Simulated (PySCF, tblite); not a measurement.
**C₄H₂BF₅: dynamics, then NMR shifts on frames, part 1 of 2**

How do NMR shifts of C₄H₂BF₅ (`FB(F)C#CCC(F)(F)F`) change as the atoms move?

The runs use tblite 0.8.0 and PySCF 2.14.0, with density-fitted response routines of our own; the level of theory stands in each step. All values are computed, except where a source is named. Atoms count from 0, in the outputs and in this text.

## (1) The molecule as given

12 atoms, charge 0, multiplicity 1; geometry from: GFN2-xTB.

Bonds of the start (Å): F0–B1 1.32, B1–F2 1.31, B1–C3 1.52, C3–C4 1.20, C4–C5 1.45, C5–C6 1.52, C6–F7 1.34, C6–F8 1.34, C6–F9 1.34, C5–H10 1.09, C5–H11 1.09.

## (2) Thermal motion with GFN2-xTB

Job settings and geometry (Å):

```
{"job": {"kind": "md", "xc": "GFN2-xTB", "basis": "xTB", "temperature": 300, "steps": 2000, "every": 50, "frames": 5}, "charge": 0, "multiplicity": 1}
F      3.456706     1.054511    -1.674186
B      2.279176     1.469311    -1.259938
F      2.032123     2.744081    -1.453767
C      1.280678     0.533772    -0.607029
C      0.501544    -0.229610    -0.095035
C     -0.452707    -1.124983     0.518391
C     -1.765697    -0.410204     0.819413
F     -2.645046    -1.249090     1.390623
F     -1.610743     0.615487     1.662879
F     -2.353130     0.069308    -0.281856
H     -0.667931    -1.961214    -0.152492
H     -0.053774    -1.512053     1.460005
```

Method: GFN2-xTB Langevin dynamics, gas phase.

On the command line:

```sh
OMP_NUM_THREADS=1 python probes_run.py task.json out
```

This one command runs all jobs of the session in turn.

The log of the run:

```text
t/fs     T/K      E/eV
    0.0   261.5   -939.60669
   25.0   203.1   -939.39051
   50.0   279.4   -939.24049
   75.0   215.9   -939.13456
  100.0   310.7   -939.17300
  125.0   234.7   -939.25392
  150.0   337.3   -939.34042
  175.0   338.9   -939.21796
  200.0   359.7   -939.23049
  225.0   430.0   -939.37978
  250.0   275.6   -939.17843
  275.0   319.6   -939.23778
  300.0   423.5   -939.26190
  325.0   391.1   -939.10635
  350.0   488.2   -939.24398
  375.0   344.2   -939.13983
  400.0   351.9   -939.21359
  425.0   290.8   -939.06622
  450.0   442.7   -939.19400
  475.0   401.3   -939.20090
  500.0   390.3   -939.13543
  525.0   309.6   -939.08489
  550.0   389.4   -939.28300
  575.0   197.1   -939.15933
  600.0   277.4   -939.28471
  625.0   209.5   -939.13122
  650.0   369.0   -939.28515
  675.0   247.0   -939.15041
  700.0   286.4   -939.17658
  725.0   316.3   -939.00657
  750.0   261.7   -939.17945
  775.0   212.1   -939.19496
  800.0   264.0   -939.26395
  825.0   261.0   -939.18702
  850.0   314.8   -939.23991
  875.0   227.4   -939.09537
  900.0   298.5   -939.19517
  925.0   250.8   -939.12559
  950.0   394.6   -939.29350
  975.0   189.3   -938.94786
 1000.0   276.1   -939.08823
```

Wall time 11 s (1 thread of Arm Neoverse V1, shared host); peak memory 0.18 GiB.

Distance from the start (root mean square after alignment): 0 fs 0.00 Å, 200 fs 0.23 Å, 400 fs 0.54 Å, 600 fs 0.54 Å, 800 fs 0.61 Å, 1000 fs 0.79 Å.

Positions (Å) and forces (eV/Å) at 1000 fs:

```xyz
12

F     2.009    1.918   -1.031   -0.534    1.637   -1.762
B     2.319    1.151   -0.063   -0.838   -1.184    0.747
F     3.523    1.268    0.350    1.617    0.023    0.881
C     1.287    0.115    0.306   -0.255   -0.742   -0.165
C     0.488   -0.762    0.057    1.406    2.311    0.475
C    -0.546   -1.667   -0.164   -0.826   -1.483   -0.437
C    -1.971   -1.184    0.224    1.968   -0.351   -1.527
F    -2.765   -2.061   -0.397   -1.051    0.145    0.273
F    -2.230   -1.125    1.497   -0.335   -0.160    0.804
F    -2.143    0.031   -0.297   -0.626    0.223   -0.069
H    -0.590   -1.912   -1.255   -0.060    0.142    0.651
H    -0.262   -2.559    0.383   -0.466   -0.559    0.130
```

## (3) Shielding tensors: 250 fs, PBE0/pcSseg-1

Job settings and geometry (Å):

```
{"job": {"kind": "nmr", "xc": "PBE0", "basis": "pcSseg-1", "pop": false}, "charge": 0, "multiplicity": 1}
F      2.903600     1.562800    -2.000700
B      1.943700     1.778400    -1.086900
F      2.096700     2.828300    -0.289000
C      1.076800     0.665200    -0.596200
C      0.250600    -0.091300    -0.190200
C     -0.632400    -1.112300     0.378600
C     -1.930700    -0.564500     1.056600
F     -2.632700    -1.704600     1.268100
F     -1.742400     0.054200     2.259300
F     -2.624500     0.267600     0.354700
H     -0.954700    -1.905700    -0.355200
H     -0.008600    -1.563500     1.149000
```

Level: GIAO PBE0/pcSseg-1 NMR shielding, non-relativistic, gas phase.

The log of the run:

```text
coarse grid: 12104 points
cycle   1  E = -676.7295017274  dE =  1.580e+00  |g| = 1.092e+00  |ddm| = 3.685e+00
cycle   2  E = -676.4987566317  dE =  2.307e-01  |g| = 1.659e+00  |ddm| = 1.786e+00
cycle   3  E = -676.9290817626  dE = -4.303e-01  |g| = 1.642e-01  |ddm| = 1.090e+00
cycle   4  E = -676.9330264714  dE = -3.945e-03  |g| = 1.076e-01  |ddm| = 2.060e-01
cycle   5  E = -676.9357502033  dE = -2.724e-03  |g| = 2.511e-02  |ddm| = 8.037e-02
cycle   6  E = -676.9358879311  dE = -1.377e-04  |g| = 3.399e-03  |ddm| = 2.343e-02
cycle   7  E = -676.9358896361  dE = -1.705e-06  |g| = 1.474e-03  |ddm| = 3.400e-03
final grid: 124808 points
cycle   8  E = -677.0229958599  dE = -6.428e-05  |g| = 6.993e-03  |ddm| = 3.342e-02
cycle   9  E = -677.0229895324  dE =  6.327e-06  |g| = 9.688e-03  |ddm| = 1.068e-02
cycle  10  E = -677.0230040144  dE = -1.448e-05  |g| = 1.049e-03  |ddm| = 6.302e-03
cycle  11  E = -677.0230041577  dE = -1.433e-07  |g| = 6.675e-04  |ddm| = 1.204e-03
cycle  12  E = -677.0230042612  dE = -1.035e-07  |g| = 1.666e-04  |ddm| = 5.271e-04
cycle  13  E = -677.0230042675  dE = -6.321e-09  |g| = 2.944e-05  |ddm| = 1.474e-04
cycle  14  E = -677.0230042677  dE = -1.608e-10  |g| = 9.030e-06  |ddm| = 3.136e-05
converged SCF energy = -677.0230042677

GIAO shielding tensors (ppm)
atom      isotropic    diamagn.    paramagn.     s11        s22        s33       span
  0 F      237.553     466.511    -228.958     46.105    300.178    366.377    320.273
  1 B       82.543     198.776    -116.233     72.322     86.257     89.051     16.729
  2 F      225.925     468.257    -242.332     30.569    286.908    360.298    329.729
  3 C      101.324     260.496    -159.172     10.372     26.746    266.854    256.482
  4 C       80.040     271.221    -191.181    -20.265      6.058    254.326    274.591
  5 C      150.717     248.790     -98.073    129.545    146.151    176.456     46.911
  6 C       53.627     244.296    -190.669     46.191     53.563     61.128     14.937
  7 F      231.457     470.406    -238.949    148.050    212.153    334.169    186.118
  8 F      239.329     473.756    -234.427    145.628    221.505    350.855    205.227
  9 F      265.335     473.424    -208.090    202.523    278.556    314.925    112.403
 10 H       27.554      27.541       0.013     22.494     28.026     32.142      9.647
 11 H       28.102      28.773      -0.671     23.717     28.622     31.968      8.250
```

Run time: 34 s. Hardware: 1 thread of Arm Neoverse V1, shared host; peak memory 0.8 GiB.

Shifts follow as δ = σ(reference) − σ, with reference shieldings (ppm) from runs at the same level and on the same kind of geometry: 1H TMS 31.72, 13C TMS 186.9, 19F CFCl3 170.9, 11B BF3·OEt2 100.1. The references are single molecules in the gas phase, so shifts against H2O, NH3, PH3, H3PO4 or CFCl3 are not on the usual liquid scales and can be off by tens of ppm. Each atom is listed at this fixed geometry, with no averaging over motion; a spectrum would average atoms that exchange fast.

```csv
atoms,environment,σ (ppm),δ (ppm)
C6,CF3 carbon,53.6,133.3
C4,alkyne carbon,80.0,106.9
C3,alkyne carbon,101.3,85.6
C5,propargylic sp3 CH2,150.7,36.2
H10,hydrogen on a propargylic sp3 CH2,27.55,4.16
H11,hydrogen on a propargylic sp3 CH2,28.10,3.61
F2,fluorine bonded to B,225.9,-55.0
F7,fluorine of a CF3 group,231.5,-60.5
F0,fluorine bonded to B,237.6,-66.6
F8,fluorine of a CF3 group,239.3,-68.4
F9,fluorine of a CF3 group,265.3,-94.4
B1,"boron bonded to C, 2 F",82.5,17.5
```

Orbitals, density, ELF and potential are computed afterwards from the orbital file.

Frontier orbitals at PBE0/pcSseg-1, with the share of their density that lies nearest to each atom:

```csv
orbital,energy (eV),lies on
HOMO,-8.93,"C3, C4 about 42 % each"
LUMO,-1.75,B1 39 %; C4 25 %; C3 14 %
```

ELF in a plane through or near 7 of the atoms.

Values, 10 rows by 14 columns:
```
0.00 0.00 0.00 0.00 0.00 0.00 0.00 0.00 0.00 0.00 0.00 0.00 0.00 0.00
0.00 0.00 0.00 0.00 0.00 0.00 0.00 0.00 0.00 0.00 0.00 0.00 0.00 0.00
0.00 0.00 0.02 0.36 0.29 0.00 0.00 0.00 0.02 0.08 0.01 0.00 0.00 0.00
0.00 0.00 0.21 0.82 0.58 0.02 0.24 0.00 0.06 0.15 0.01 0.01 0.00 0.00
0.00 0.00 0.01 0.42 0.22 0.61 0.77 0.25 0.43 0.18 0.58 0.43 0.00 0.00
0.00 0.07 0.72 0.81 0.43 0.48 0.61 0.86 0.78 0.40 0.60 0.52 0.00 0.00
0.00 0.04 0.70 0.86 0.10 0.69 0.80 0.70 0.85 0.07 0.64 0.11 0.00 0.00
0.00 0.00 0.10 0.34 0.00 0.33 0.32 0.07 0.98 0.57 0.00 0.00 0.00 0.00
0.00 0.00 0.00 0.00 0.00 0.00 0.00 0.00 0.22 0.02 0.00 0.00 0.00 0.00
0.00 0.00 0.00 0.00 0.00 0.00 0.00 0.00 0.00 0.00 0.00 0.00 0.00 0.00
```
The map spans 13.2 Å across and 8.3 Å up, centred on the molecule. Atoms in the plane (x, y in Å): F0 (-4.0, -0.7), B1 (-3.0, 0.2), C3 (-1.6, -0.2), C4 (-0.4, -0.4), C5 (1.0, -0.7), C6 (2.0, 0.5), F7 (3.2, -0.1).

log10 of the density (e/Å³) in the same plane.

Ten even steps from ' ' (-4.0) to '@' (2.1):
```
                                                        
                                                        
            ....                  ....                  
        ..::----::..          ..::::::::..              
        ::========--..........::--====--::              
      ..--++++**++==::::::::::--==++++==--..            
      ::--++****++==----------==++++++++==--::          
      ::--++**##**++========--==++****++====--..        
    ..::--++******++++++++++==++**####****++==::        
    ::--==++**%%##**********++++**##**######++--..      
    --==++####******%%######**********##@@##++--..      
    --==**%%##**++******####**####**++**##**==::        
    --==**####++++++++**************++++++====..        
    ::--==**++==========++++++******======--::          
    ..::--====----------==--==++++++==--::..            
        ::::::::..::::::------======--::..              
                  ..........::::----::..                
                            ..........                  
                                                        
                                                        
```
The map spans 13.2 Å across and 8.3 Å up, centred on the molecule. Atoms in the plane (x, y in Å): F0 (-4.0, -0.7), B1 (-3.0, 0.2), C3 (-1.6, -0.2), C4 (-0.4, -0.4), C5 (1.0, -0.7), C6 (2.0, 0.5), F7 (3.2, -0.1).

On the surface of density 0.002 e/bohr³ the electrostatic potential runs, from the 1st to the 99th percentile, from -0.68 V near F0 to 2.01 V near B1.

## (4) Nuclear shieldings: 425 fs, PBE0/pcSseg-1

Job settings and geometry (Å):

```
{"job": {"kind": "nmr", "xc": "PBE0", "basis": "pcSseg-1", "pop": false}, "charge": 0, "multiplicity": 1}
F      2.185500     2.145100    -1.510400
B      1.904000     1.540000    -0.315200
F      2.424800     2.177500     0.727500
C      1.036100     0.344500    -0.302200
C      0.259200    -0.509300    -0.114500
C     -0.647300    -1.646600     0.131700
C     -1.852000    -0.956300     0.768200
F     -2.938800    -1.670800     1.131700
F     -1.475100    -0.239700     1.792600
F     -2.397000    -0.134300    -0.201300
H     -1.108300    -2.024500    -0.787100
H     -0.105500    -2.387800     0.793300
```

Method: GIAO PBE0/pcSseg-1 NMR shielding, non-relativistic, gas phase.

The log of the run:

```text
coarse grid: 12104 points
cycle   1  E = -676.7162097481  dE =  1.614e+00  |g| = 1.109e+00  |ddm| = 3.996e+00
cycle   2  E = -676.4683154783  dE =  2.479e-01  |g| = 1.705e+00  |ddm| = 1.842e+00
cycle   3  E = -676.9223743853  dE = -4.541e-01  |g| = 1.663e-01  |ddm| = 1.144e+00
cycle   4  E = -676.9264250973  dE = -4.051e-03  |g| = 1.074e-01  |ddm| = 1.987e-01
cycle   5  E = -676.9290725901  dE = -2.647e-03  |g| = 2.657e-02  |ddm| = 8.189e-02
cycle   6  E = -676.9292250763  dE = -1.525e-04  |g| = 3.897e-03  |ddm| = 2.346e-02
cycle   7  E = -676.9292272233  dE = -2.147e-06  |g| = 1.709e-03  |ddm| = 3.453e-03
final grid: 124808 points
cycle   8  E = -677.0157313119  dE = -6.255e-05  |g| = 6.813e-03  |ddm| = 3.682e-02
cycle   9  E = -677.0157250511  dE =  6.261e-06  |g| = 9.513e-03  |ddm| = 1.135e-02
cycle  10  E = -677.0157391165  dE = -1.407e-05  |g| = 1.023e-03  |ddm| = 6.284e-03
cycle  11  E = -677.0157392489  dE = -1.324e-07  |g| = 6.518e-04  |ddm| = 1.207e-03
cycle  12  E = -677.0157393461  dE = -9.715e-08  |g| = 1.673e-04  |ddm| = 5.105e-04
cycle  13  E = -677.0157393523  dE = -6.227e-09  |g| = 3.141e-05  |ddm| = 1.426e-04
cycle  14  E = -677.0157393524  dE = -1.601e-10  |g| = 1.089e-05  |ddm| = 2.896e-05
converged SCF energy = -677.0157393524

GIAO shielding tensors (ppm)
atom      isotropic    diamagn.    paramagn.     s11        s22        s33       span
  0 F      225.048     468.114    -243.066     20.934    297.547    356.662    335.729
  1 B       82.000     197.039    -115.040     68.166     85.020     92.814     24.648
  2 F      238.696     467.600    -228.904     57.988    293.749    364.352    306.364
  3 C      105.795     261.988    -156.193     21.669     25.453    270.265    248.597
  4 C       80.580     275.417    -194.837    -18.454      1.624    258.570    277.025
  5 C      151.646     247.291     -95.646    137.827    150.234    166.876     29.049
  6 C       50.543     241.221    -190.677     40.522     53.252     57.855     17.333
  7 F      244.856     466.885    -222.029    157.300    236.625    340.644    183.345
  8 F      250.692     476.081    -225.389    175.758    268.470    307.849    132.091
  9 F      213.450     477.351    -263.901    116.174    183.387    340.789    224.614
 10 H       28.278      26.936       1.342     24.700     26.987     33.147      8.447
 11 H       27.286      25.586       1.700     22.937     26.008     32.913      9.975
```

Wall time 25 s (1 thread of Arm Neoverse V1, shared host); peak memory 0.86 GiB.

Key values: δ C6 136.4, C4 106.3, C3 81.1, C5 35.3, H11 4.43, H10 3.44 ppm.

(Continued in part 2 of 2.)
